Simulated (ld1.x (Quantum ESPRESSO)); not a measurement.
**Boron: generating and testing an ultrasoft potential**

Do these settings give a usable potential? It is generated, then checked for transferability, scattering, ghosts and hardness.

The numbers are computed with ld1.x (Quantum ESPRESSO) 7.5 (PW91, scalar-relativistic, spin-unpolarised reference atom).

### Step 1. The design

Typed settings, in words:

| Quantity | Value |
| --- | --- |
| element | boron (B, Z = 5) |
| type | ultrasoft |
| frozen core | [He] |
| valence charge | 3 |
| reference configuration | 2s2 2p1 |
| partial waves | 2s (bound): rcut 1.05, rcutus 1.20 bohr; 2s channel at -0.3 Ry: rcut 1.05, rcutus 1.20 bohr; 2p (bound): rcut 3.30, rcutus 3.80 bohr; 2p channel at 1.15 Ry: rcut 3.30, rcutus 3.80 bohr |
| local potential | all-electron potential smoothed inside 1.00 bohr (lloc = -2) |
| core correction | not asked for |
| augmentation charge | built from norm-conserving waves at rcut, not smoothed further |

The outer shells as boxes (Hund's rule for the drawing; the calculation is spin-unpolarised):

```
[He] core
2s [↑↓]
2p [↑ ][  ][  ]
```

### Step 2. Generating the potential

Input file B.in:

```
 &input
   title='B', zed=5., rel=1, dft='PW91', iswitch=3,
   config='[He] 2s2 2p1',
   nld=2, rlderiv=4.10, eminld=-3.0, emaxld=5.0, deld=0.02
 /
 &inputp
   pseudotype=3, tm=.true., lloc=-2, rcloc=1.00,
   nlcc=.false.,
   file_pseudopw='B.UPF', file_wfcaegen='ae.wfc', file_wfcncgen='nc.wfc', file_beta='beta', file_chi='chi', file_wfcusgen='us.wfc'
 /
4
2S  1  0   2.00   0.00  1.05  1.20  0.0
2S  1  0   0.00  -0.30  1.05  1.20  0.0
2P  2  1   1.00   0.00  3.30  3.80  0.0
2P  2  1   0.00   1.15  3.30  3.80  0.0
 &test
   configts(1)='2s2 2p1'
 /
```

The run is started by

```console
$ ld1.x < B.in > B.out
```

Output in B.out (without the banner and most projector matrices):

```text
     Program LD1 v.7.5
     --------------------------- All-electron run ----------------------------

     B
     scalar relativistic calculation

     atomic number is  5.00
     dft =PW91   lsd =0 sic =0 latt =0  beta=0.20 tr2=1.0E-14
     Exchange-correlation= PW91
                           (   1   4   2   2   0   0   0)
     mesh =1059 r(mesh) = 101.04461 a.u. xmin = -7.00 dx = 0.01250
     1 Ry =  13.60569312 eV, c = 137.03599908

     n l     nl                  e(Ry)          e(Ha)          e(eV)
     1 0     1S 1( 2.00)       -13.2946        -6.6473      -180.8827
     2 0     2S 1( 2.00)        -0.6973        -0.3486        -9.4869
     2 1     2P 1( 1.00)        -0.2684        -0.1342        -3.6523

     final scf error:  3.4E-16 reached in  23 iterations

     Etot =     -49.255460 Ry,     -24.627730 Ha,    -670.154672 eV

     Ekin =      49.081168 Ry,      24.540584 Ha,     667.783308 eV
     Encl =    -113.825012 Ry,     -56.912506 Ha,   -1548.668185 eV
     Eh   =      23.139251 Ry,      11.569625 Ha,     314.825548 eV
     Exc  =      -7.650867 Ry,      -3.825433 Ha,    -104.095344 eV

     normalization and overlap integrals

     s(1S/1S) =  1.000000  <r> =   0.3293  <r2> =    0.1473  r(max) =   0.2103
     s(2S/2S) =  1.000000  <r> =   1.9496  <r2> =    4.5897  r(max) =   1.5152
     s(2P/2P) =  1.000000  <r> =   2.3059  <r2> =    6.9385  r(max) =   1.5731

     ------------------------ End of All-electron run ------------------------

     --------------------- Generating US pseudopotential ---------------------

      Generating local potential from pseudized AE potential:
      Matching radius rcloc =   1.0000
      Enforcing V''(0)=0 (lloc=-2)

      Local pseudo, rcloc= 0.991 Estimated cut-off energy=    26.70 Ry

      Wfc   2S  rcut= 1.041  Using Troullier-Martins method
      Wfc-us  2S rcutus= 1.210  Estimated cut-off energy=    28.79 Ry

      Wfc   2S  rcut= 1.041  Using Troullier-Martins method
      Wfc-us  2S rcutus= 1.210  Estimated cut-off energy=    29.32 Ry

      Wfc   2P  rcut= 3.289  Using Troullier-Martins method
      Wfc-us  2P rcutus= 3.821  Estimated cut-off energy=     5.57 Ry

      Wfc   2P  rcut= 3.289  Using Troullier-Martins method
      Wfc-us  2P rcutus= 3.821  Estimated cut-off energy=     5.81 Ry

     ------------------- End of pseudopotential generation -------------------

     [... the all-electron block is printed once more ...]


     Computing logarithmic derivative in   4.09322
     Computing logarithmic derivative in   4.09322
     Computing the partial wave expansion
     R is outside the sphere for l=    0 j= 0.00
     R is outside the sphere for l=    0 j= 0.00
     R is outside the sphere for l=    1 j= 0.00
     R is outside the sphere for l=    1 j= 0.00

     ---------------------- Testing the pseudopotential ----------------------

     B
     scalar relativistic calculation

     atomic number is  5.00   valence charge is  3.00
     dft =PW91   lsd =0 sic =0 latt =0  beta=0.20 tr2=1.0E-14
     mesh =1059 r(mesh) = 101.04461 xmin = -7.00 dx = 0.01250

     n l     nl             e AE (Ry)        e PS (Ry)    De AE-PS (Ry)
     1 0     2S   1( 2.00)       -0.69727       -0.69728        0.00000
     2 1     2P   1( 1.00)       -0.26844       -0.26844        0.00000

     eps = 8.8E-15  iter = 69

     Etot =     -49.255460 Ry,     -24.627730 Ha,    -670.154672 eV
     Etotps =    -5.153686 Ry,      -2.576843 Ha,     -70.119468 eV

     Ekin =       1.524828 Ry,       0.762414 Ha,      20.746337 eV
     Encl =     -10.500252 Ry,      -5.250126 Ha,    -142.863212 eV
     Ehrt =       3.954711 Ry,       1.977355 Ha,      53.806583 eV
     Ecxc =      -1.603525 Ry,      -0.801762 Ha,     -21.817063 eV
     Epseu=       1.470553 Ry,       0.735276 Ha,      20.007887 eV

     ---------------------- End of pseudopotential test ----------------------
```

It took 1.7 s on 1 thread, shared host. (Generation and the later configuration tests together.)

Partial waves on a coarse radial grid (AE all-electron, PS pseudo):

```tsv
r (bohr)	2s AE	2s PS
0.190	-0.3037	0.0848
0.380	-0.1150	0.1847
0.570	0.1554	0.3055
0.760	0.3882	0.4393
0.950	0.5579	0.5670
1.140	0.6659	0.6660
1.330	0.7214	0.7214
1.520	0.7367	0.7367
1.710	0.7233	0.7233
1.900	0.6907	0.6907
2.090	0.6464	0.6464
2.280	0.5957	0.5957
2.470	0.5424	0.5424
2.660	0.4891	0.4891
2.850	0.4377	0.4377
3.040	0.3892	0.3892
3.230	0.3443	0.3443
3.420	0.3033	0.3033
3.610	0.2663	0.2663
3.800	0.2332	0.2332
3.990	0.2037	0.2037
4.180	0.1777	0.1777
4.370	0.1548	0.1548
4.560	0.1348	0.1348
4.750	0.1172	0.1172
4.940	0.1019	0.1019
```

### Step 3. Testing the new file in other configurations

Input file B.test.in:

```
 &input
   title='B', zed=5., rel=1, dft='PW91', iswitch=2,
   config='[He] 2s2 2p1'
 /
 &test
   file_pseudo='B.UPF', nconf=8,
   configts(1)='2s2 2p1',
   configts(2)='2s2 2p0',
   configts(3)='2s1 2p0',
   configts(4)='2s2 2p0.5',
   configts(5)='2s1 2p1',
   configts(6)='2s0 2p3',
   configts(7)='2s2 2p1.3',
   configts(8)='2s1 2p2'
 /
```

The run is started by

```console
$ ld1.x < B.test.in > B.test.out
```

B.test.out, the pseudopotential blocks, each with the warnings that came before it:

```text
     ---------------------- Testing the pseudopotential ----------------------

     B
     scalar relativistic calculation

     atomic number is  5.00   valence charge is  3.00
     dft =PW91   lsd =0 sic =0 latt =0  beta=0.20 tr2=1.0E-14
     mesh =1059 r(mesh) = 101.04461 xmin = -7.00 dx = 0.01250

     n l     nl             e AE (Ry)        e PS (Ry)    De AE-PS (Ry)
     1 0     2S   1( 2.00)       -0.69727       -0.69728        0.00000
     2 1     2P   1( 1.00)       -0.26844       -0.26844        0.00000

     eps = 9.8E-15  iter =101

     Etot =     -49.255460 Ry,     -24.627730 Ha,    -670.154671 eV
     Etotps =    -5.153686 Ry,      -2.576843 Ha,     -70.119468 eV

     Ekin =       1.524828 Ry,       0.762414 Ha,      20.746337 eV
     Encl =     -10.500252 Ry,      -5.250126 Ha,    -142.863212 eV
     Ehrt =       3.954711 Ry,       1.977355 Ha,      53.806583 eV
     Ecxc =      -1.603525 Ry,      -0.801762 Ha,     -21.817063 eV
     Epseu=       1.470553 Ry,       0.735276 Ha,      20.007887 eV

     ---------------------- End of pseudopotential test ----------------------

     Warning: convergence not achieved
     ---------------------- Testing the pseudopotential ----------------------

     B
     scalar relativistic calculation

     atomic number is  5.00   valence charge is  3.00
     dft =PW91   lsd =0 sic =0 latt =0  beta=0.20 tr2=1.0E-14
     mesh =1059 r(mesh) = 101.04461 xmin = -7.00 dx = 0.01250

     n l     nl             e AE (Ry)        e PS (Ry)    De AE-PS (Ry)
     1 0     2S   1( 2.00)       -1.43743       -1.42424       -0.01318  !
     2 1     2P   1( 0.00)       -0.98586       -0.94963       -0.03623  !

     eps = 8.3E-14  iter =201

     Etot =     -48.647741 Ry,     -24.323871 Ha,    -661.886241 eV
     Etotps =    -4.554315 Ry,      -2.277157 Ha,     -61.964606 eV
     dEtot_ae =       0.607718 Ry
     dEtot_ps =       0.599371 Ry,   Delta E=       0.008347 Ry

     Ekin =       1.329524 Ry,       0.664762 Ha,      18.089091 eV
     Encl =      -7.796100 Ry,      -3.898050 Ha,    -106.071339 eV
     Ehrt =       2.018040 Ry,       1.009020 Ha,      27.456830 eV
     Ecxc =      -1.084295 Ry,      -0.542148 Ha,     -14.752589 eV
     Epseu=       0.978517 Ry,       0.489258 Ha,      13.313402 eV

     ---------------------- End of pseudopotential test ----------------------

     Warning: convergence not achieved
     Warning: n=2, l=1 expected 0 nodes, found 1
     ---------------------- Testing the pseudopotential ----------------------

     B
     scalar relativistic calculation

     atomic number is  5.00   valence charge is  3.00
     dft =PW91   lsd =0 sic =0 latt =0  beta=0.20 tr2=1.0E-14
     mesh =1059 r(mesh) = 101.04461 xmin = -7.00 dx = 0.01250

     n l     nl             e AE (Ry)        e PS (Ry)    De AE-PS (Ry)
     1 0     2S   1( 1.00)       -2.31644       -2.29297       -0.02347  !
     2 1     2P   1( 0.00)       -1.87587       -1.75084       -0.12503  !

     eps = 1.8E-13  iter =201

     Etot =     -46.775885 Ry,     -23.387942 Ha,    -636.418333 eV
     Etotps =    -2.700055 Ry,      -1.350028 Ha,     -36.736123 eV
     dEtot_ae =       2.479575 Ry
     dEtot_ps =       2.453631 Ry,   Delta E=       0.025945 Ry

     Ekin =       0.784420 Ry,       0.392210 Ha,      10.672575 eV
     Encl =      -4.141063 Ry,      -2.070531 Ha,     -56.342029 eV
     Ehrt =       0.543507 Ry,       0.271753 Ha,       7.394788 eV
     Ecxc =      -0.477851 Ry,      -0.238926 Ha,      -6.501498 eV
     Epseu=       0.590932 Ry,       0.295466 Ha,       8.040042 eV

     ---------------------- End of pseudopotential test ----------------------

     ---------------------- Testing the pseudopotential ----------------------

     B
     scalar relativistic calculation

     atomic number is  5.00   valence charge is  3.00
     dft =PW91   lsd =0 sic =0 latt =0  beta=0.20 tr2=1.0E-14
     mesh =1059 r(mesh) = 101.04461 xmin = -7.00 dx = 0.01250

     n l     nl             e AE (Ry)        e PS (Ry)    De AE-PS (Ry)
     1 0     2S   1( 2.00)       -1.04188       -1.04529        0.00341
     2 1     2P   1( 0.50)       -0.59808       -0.59466       -0.00341

     eps = 9.1E-15  iter = 34

     Etot =     -49.041485 Ry,     -24.520742 Ha,    -667.243394 eV
     Etotps =    -4.939629 Ry,      -2.469814 Ha,     -67.207073 eV
     dEtot_ae =       0.213975 Ry
     dEtot_ps =       0.214057 Ry,   Delta E=      -0.000082 Ry

     Ekin =       1.444861 Ry,       0.722431 Ha,      19.658338 eV
     Encl =      -9.216784 Ry,      -4.608392 Ha,    -125.400730 eV
     Ehrt =       2.942501 Ry,       1.471250 Ha,      40.034765 eV
     Ecxc =      -1.353204 Ry,      -0.676602 Ha,     -18.411274 eV
     Epseu=       1.242996 Ry,       0.621498 Ha,      16.911828 eV

     ---------------------- End of pseudopotential test ----------------------

     Warning: convergence not achieved
     ---------------------- Testing the pseudopotential ----------------------

     B
     scalar relativistic calculation

     atomic number is  5.00   valence charge is  3.00
     dft =PW91   lsd =0 sic =0 latt =0  beta=0.20 tr2=1.0E-14
     mesh =1059 r(mesh) = 101.04461 xmin = -7.00 dx = 0.01250

     n l     nl             e AE (Ry)        e PS (Ry)    De AE-PS (Ry)
     1 0     2S   1( 1.00)       -1.44372       -1.48207        0.03835  !
     2 1     2P   1( 1.00)       -0.99299       -1.00156        0.00858  !

     eps = 4.5E-13  iter =201

     Etot =     -48.196571 Ry,     -24.098285 Ha,    -655.747748 eV
     Etotps =    -4.076611 Ry,      -2.038306 Ha,     -55.465123 eV
     dEtot_ae =       1.058889 Ry
     dEtot_ps =       1.077075 Ry,   Delta E=      -0.018185 Ry

     Ekin =       1.164262 Ry,       0.582131 Ha,      15.840586 eV
     Encl =      -7.340707 Ry,      -3.670354 Ha,     -99.875409 eV
     Ehrt =       1.885860 Ry,       0.942930 Ha,      25.658431 eV
     Ecxc =      -1.018271 Ry,      -0.509136 Ha,     -13.854283 eV
     Epseu=       1.232245 Ry,       0.616123 Ha,      16.765553 eV

     ---------------------- End of pseudopotential test ----------------------

     ---------------------- Testing the pseudopotential ----------------------

     B
     scalar relativistic calculation

     atomic number is  5.00   valence charge is  3.00
     dft =PW91   lsd =0 sic =0 latt =0  beta=0.20 tr2=1.0E-14
     mesh =1059 r(mesh) = 101.04461 xmin = -7.00 dx = 0.01250

     n l     nl             e AE (Ry)        e PS (Ry)    De AE-PS (Ry)
     1 0     2S   1( 0.00)       -0.76102       -0.79154        0.03052  !
     2 1     2P   1( 3.00)       -0.32924       -0.35071        0.02148  !

     eps = 1.7E-15  iter = 12

     Etot =     -48.394118 Ry,     -24.197059 Ha,    -658.435514 eV
     Etotps =    -4.284739 Ry,      -2.142370 Ha,     -58.296846 eV
     dEtot_ae =       0.861342 Ry
     dEtot_ps =       0.868947 Ry,   Delta E=      -0.007604 Ry

     Ekin =       1.292208 Ry,       0.646104 Ha,      17.581380 eV
     Encl =      -9.784574 Ry,      -4.892287 Ha,    -133.125916 eV
     Ehrt =       3.665545 Ry,       1.832772 Ha,      49.872278 eV
     Ecxc =      -1.497985 Ry,      -0.748993 Ha,     -20.381129 eV
     Epseu=       2.040068 Ry,       1.020034 Ha,      27.756541 eV

     ---------------------- End of pseudopotential test ----------------------

     ---------------------- Testing the pseudopotential ----------------------

     B
     scalar relativistic calculation

     atomic number is  5.00   valence charge is  3.00
     dft =PW91   lsd =0 sic =0 latt =0  beta=0.20 tr2=1.0E-14
     mesh =1059 r(mesh) = 101.04461 xmin = -7.00 dx = 0.01250

     n l     nl             e AE (Ry)        e PS (Ry)    De AE-PS (Ry)
     1 0     2S   1( 2.00)       -0.52192       -0.51590       -0.00602  !
     2 1     2P   1( 1.30)       -0.10452       -0.09982       -0.00471

     eps = 9.4E-15  iter = 54

     Etot =     -49.310669 Ry,     -24.655334 Ha,    -670.905824 eV
     Etotps =    -5.208214 Ry,      -2.604107 Ha,     -70.861356 eV
     dEtot_ae =      -0.055209 Ry
     dEtot_ps =      -0.054528 Ry,   Delta E=      -0.000681 Ry

     Ekin =       1.551460 Ry,       0.775730 Ha,      21.108684 eV
     Encl =     -11.150771 Ry,      -5.575385 Ha,    -151.713964 eV
     Ehrt =       4.547482 Ry,       2.273741 Ha,      61.871646 eV
     Ecxc =      -1.729665 Ry,      -0.864833 Ha,     -23.533294 eV
     Epseu=       1.573281 Ry,       0.786640 Ha,      21.405572 eV

     ---------------------- End of pseudopotential test ----------------------

     Warning: convergence not achieved
     ---------------------- Testing the pseudopotential ----------------------

     B
     scalar relativistic calculation

     atomic number is  5.00   valence charge is  3.00
     dft =PW91   lsd =0 sic =0 latt =0  beta=0.20 tr2=1.0E-14
     mesh =1059 r(mesh) = 101.04461 xmin = -7.00 dx = 0.01250

     n l     nl             e AE (Ry)        e PS (Ry)    De AE-PS (Ry)
     1 0     2S   1( 1.00)       -0.73202       -0.74482        0.01279  !
     2 1     2P   1( 2.00)       -0.30119       -0.31036        0.00917  !

     eps = 1.9E-13  iter =201

     Etot =     -48.825498 Ry,     -24.412749 Ha,    -664.304740 eV
     Etotps =    -4.721894 Ry,      -2.360947 Ha,     -64.244646 eV
     dEtot_ae =       0.429962 Ry
     dEtot_ps =       0.431791 Ry,   Delta E=      -0.001829 Ry

     Ekin =       1.415077 Ry,       0.707538 Ha,      19.253098 eV
     Encl =     -10.150527 Ry,      -5.075264 Ha,    -138.104956 eV
     Ehrt =       3.803698 Ry,       1.901849 Ha,      51.751944 eV
     Ecxc =      -1.547706 Ry,      -0.773853 Ha,     -21.057607 eV
     Epseu=       1.757564 Ry,       0.878782 Ha,      23.912875 eV

     ---------------------- End of pseudopotential test ----------------------
```

Energies count from the reference configuration 2s2 2p1; the error is all-electron less pseudo. A star marks tests that logged a warning.

```csv
valence configuration,charge,ΔE all-electron (eV),error AE − PS (meV)
2s2 2p0 *,+1,8.268,+114
2s1 2p0 *,+2,33.736,+353
2s2 2p0.5,+0.5,2.911,-1.1
2s1 2p1 *,+1,14.407,-247
2s0 2p3,0,11.719,-103
2s2 2p1.3,-0.3,-0.751,-9.3
2s1 2p2 *,0,5.850,-25
```

### Step 4. Logarithmic derivatives

Taken from the files of the generation run. The phase is arctan(r·u′/u) with u = r·R, unwrapped, with energies in Ry. A pole is an energy at which the radial function vanishes at the test radius. The pseudo phase is shifted by a multiple of π to meet the all-electron one at the reference energy. Levels narrower than the energy grid can be missing from the poles. Left out: p, where the overlap operator is not positive , so their phases aren't trusted. The last column is the largest difference on the grid between −1 and +1 Ry.

```tsv
channel	radius (bohr)	reference (Ry)	poles AE	poles PS	window around the reference with phases within 0.05 rad (Ry)	largest difference near zero (rad)
s	4.09	-0.70	-0.64, 1.56	-0.64, 1.56	the whole range	0.000
```

Phases (rad) along the scan:

```tsv
E (Ry)	s AE	s PS
-3.00	1.424	1.424
-2.52	1.409	1.409
-2.04	1.387	1.387
-1.56	1.353	1.353
-1.08	1.272	1.272
-0.60	-1.649	-1.649
-0.12	-1.950	-1.950
0.36	-2.834	-2.834
0.84	-4.414	-4.414
1.32	-4.656	-4.656
1.80	-4.760	-4.760
2.28	-4.862	-4.862
2.76	-5.102	-5.099
3.24	-6.974	-6.951
3.72	-7.645	-7.642
4.20	-7.767	-7.765
4.68	-7.824	-7.822
```

### Step 5. Plane-wave convergence, by spherical Bessel functions

This step uses the generator's waves and projectors in a separate script. Basis: spherical Bessel functions vanishing at 20 bohr, q² up to the cutoff; potential fixed at the reference.

No cutoffs are read. The overlap operator is not positive in p (lowest eigenvalue -0.230), so the test is not defined there. The ghost test is not conclusive.

### Step 6. Outcome

```
                                                quantity                                                  value
                                                 cutoffs                                         not determined
                                            bound ghosts                                         not determined
                            largest test error (AE − PS)  +353 meV, for 2s1 2p0 (one of 4 tests with a warning)
largest phase difference near zero energy, channels read                                              0.000 rad
         lowest eigenvalue of the overlap (Bessel basis)                                             -0.230 (p)
```

**Reading.** The overlap operator is not positive definite in p, so a plane-wave run would break down once the basis is large enough. The worst unpolarised test, 2s1 2p0, is off by 353 meV on 33.7 eV; by total energies transferability rates as poor. No cutoffs are read. Ghosts could not be judged. Near zero energy the phases of the channels with partial waves that could be evaluated agree within 0.001 rad.
